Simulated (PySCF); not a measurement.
# C2H4SSi: the cost of one run

Computed with PySCF 2.14.0, with density-fitted response routines of our own, on a single molecule in the gas phase. Atoms count from 0, in the outputs and in this text.

## Step 1: Starting geometry

8 atoms, charge 0, multiplicity 1; geometry from: GFN2-xTB.

Bonds of the start (Å): C0–C1 1.34, C1–S2 1.76, S2–Si3 2.22, Si3–C0 1.87, C0–H4 1.08, C1–H5 1.08, Si3–H6 1.45, Si3–H7 1.45.

## Step 2: TDDFT and polarisability: PBE0/def2-SVPD

The job: settings as JSON, then the geometry in Å.

```
{"job": {"kind": "uv", "xc": "PBE0", "basis": "def2-SVPD", "nstates": 8, "ntriplets": 3}, "charge": 0, "multiplicity": 1}
C      0.772612    -0.250991    -0.454272
C      0.954135     0.746843     0.423958
S     -0.567474     1.134036     1.209939
Si    -1.062241    -0.519451    -0.189091
H      1.539135    -0.684713    -1.073386
H      1.847317     1.290670     0.679940
H     -1.986134    -0.027198    -1.197846
H     -1.488294    -1.679784     0.576192
```

Level: TDDFT PBE0/def2-SVPD, vertical, gas phase, core orbitals frozen in the response.

Command:

```console
$ OMP_NUM_THREADS=1 python probes_run.py task.json out
```

The driver reads the jobs from task.json and runs them one after another.

Q: Estimate the wall time and peak memory of this first job on 1 thread of Arm Neoverse N1, shared host.

About 13 s, with a peak of 0.51 GiB.
